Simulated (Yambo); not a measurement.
Something may be wrong with this Yambo 5.3.0 calculation of Al.

optics9.in

```
optics
chi
Chimod= "HARTREE"
% BndsRnXd
 1 | 22 |
%
NGsBlkXd= 2 Ry
% LongDrXd
 1 | 1 | 1 |
%
% QpntsRXd
 1 | 1 |
%
% EnRngeXd
 0 | 20 | eV
%
% DmRngeXd
 5.0 | 5.0 | eV
%
ETStpsXd= 100
```

scf.in

```
&CONTROL
  calculation = 'scf'
  prefix = 'pwscf'
  outdir = './tmp'
  pseudo_dir = './pseudo'
/
&SYSTEM
  ibrav = 0
  nat = 1
  ntyp = 1
  ecutwfc = 28
  nbnd = 6
  occupations = 'smearing'
  smearing = 'fd'
  degauss = 0.00367493
  force_symmorphic = .true.
/
&ELECTRONS
  conv_thr = 2d-10
  electron_maxstep = 120
  mixing_beta = 0.5
/
ATOMIC_SPECIES
Al    26.9815 Al.upf
CELL_PARAMETERS angstrom
   0.0000000000    1.9974394157    1.9974394157
   1.9974394157    0.0000000000    1.9974394157
   1.9974394157    1.9974394157    0.0000000000
ATOMIC_POSITIONS crystal
Al     0.0000000000    0.0000000000    0.0000000000
K_POINTS automatic
16 16 16 0 0 0
```

nscf.in

```
&CONTROL
  calculation = 'nscf'
  prefix = 'pwscf'
  outdir = './tmp'
  pseudo_dir = './pseudo'
/
&SYSTEM
  ibrav = 0
  nat = 1
  ntyp = 1
  ecutwfc = 28
  nbnd = 32
  occupations = 'smearing'
  smearing = 'fd'
  degauss = 0.00367493
  force_symmorphic = .true.
/
&ELECTRONS
  conv_thr = 1d-08
  diago_full_acc = .true.
  diago_thr_init = 1d-06
/
ATOMIC_SPECIES
Al    26.9815 Al.upf
CELL_PARAMETERS angstrom
   0.0000000000    1.9974394157    1.9974394157
   1.9974394157    0.0000000000    1.9974394157
   1.9974394157    1.9974394157    0.0000000000
ATOMIC_POSITIONS crystal
Al     0.0000000000    0.0000000000    0.0000000000
K_POINTS automatic
16 16 16 0 0 0
```

Potentials or basis: PseudoDojo 0.4.1 SR PBEsol standard.

Launch:

```sh
$ OMP_NUM_THREADS=1 pw.x -in scf.in > scf.out
$ OMP_NUM_THREADS=1 pw.x -in nscf.in > nscf.out
$ cd tmp/pwscf.save; p2y; mv SAVE ../..; cd ../..
$ OMP_NUM_THREADS=1 yambo
$ OMP_NUM_THREADS=1 yambo -F optics9.in -J optics9 -C optics9_out
```

Yambo's report:

```text
[... sections 02.01 to 02.04 as in the set-up run ...]

  [02.05] Energies & Occupations
  ==============================

  [X] === General ===
  [X] Electronic Temperature                        :  0.258606E-1   300.100    [eV K]
  [X] Bosonic    Temperature                        :  0.258606E-1   300.100    [eV K]
  [X] Finite Temperature mode                       : yes
  [X] El. density                                   :  0.18822E+24 [cm-3]
  [X] Fermi Level                                   :  8.267150 [eV]

[... 5 lines left out ...]
  [X] Empty Bands                                   :    4   32

[... 1 line left out ...]
  [X] N of el / N of met el                         :  3.000000  0.936267
[... 4 lines left out ...]
 [03] Transferred momenta grid and indexing
 ==========================================

 IBZ Q-points                                      :  145
 BZ  Q-points                                      :   4096

 K/Q-points units:
 rlu = crystal or reduced units; cc = cartesian coordinates; iku = interal k-units

 Q [  1]        [rlu]:  0.000000  0.000000  0.000000
 Q [  2]        [rlu]:  0.81339E-19  0.81339E-19  0.62500E-01
 Q [  3]        [rlu]:  0.16268E-18  0.16268E-18  0.12500
 Q [  4]        [rlu]: -0.26042E-17 -0.26042E-17  0.18750
 Q [  5]        [rlu]:  0.32536E-18  0.32536E-18  0.25000
 Q [  6]        [rlu]:  0.35477E-18  0.35477E-18  0.31250
[... 42 lines left out ...]
 Q [ 49]        [rlu]:  0.18165E-17  0.25000      0.25000
 Q [ 50]        [rlu]: -0.26890E-17  0.25000      0.31250

 Remaining 95 points informations can be written running with -fatlog

 [WARNING] [Xd] User bands 1-22 break level degeneracy

 [04] Dipoles
 ============

  [04.01] Setup: observables and procedures
  =========================================

  [WF-Oscillators/G space/Transverse up loader] Normalization (few states)  min/max  :  0.36020E-16   1.0000

  [WR./optics9//ndb.dipoles]------------------------------------------------------
   Brillouin Zone Q/K grids (IBZ/BZ)                :    145   4096    145   4096
   RL vectors                                       :   459 [WF]
   Fragmentation                                    : yes
   Electronic Temperature                           :  300.1000 [K]
   Bosonic    Temperature                           :  300.1000 [K]
   DIP band range                                   :   1  22
   DIP band range limits                            :  3  2
   DIP e/h energy range                             : -1.000000 -1.000000 [eV]
   RL vectors in the sum                            :   459
   [r,Vnl] included                                 : yes
   Bands ordered                                    : yes
   Direct v evaluation                              : no
   Approach used                                    : G-space v
   Dipoles computed                                 : R V P [G-space]
   Wavefunctions                                    : Perdew, Burke & Ernzerhof SOL(X)+Perdew, Burke & Ernzerhof SOL(C)

  [WARNING] [r,Vnl^pseudo] included in position and velocity dipoles.

  [WARNING] In case H contains other non local terms, these are neglected

 [05] Optics
 ===========

 [X-CG] R(p) Tot o/o(of R):    4274  130869     100

[... 2 lines left out ...]
```

Q: What happened, and what is wrong with the input?

A: The calculation finished and met its thresholds. The input holds a flaw that was put in on purpose: damping far too large. The program doesn't stop on it, so the numbers can't be trusted though the run ends normally.
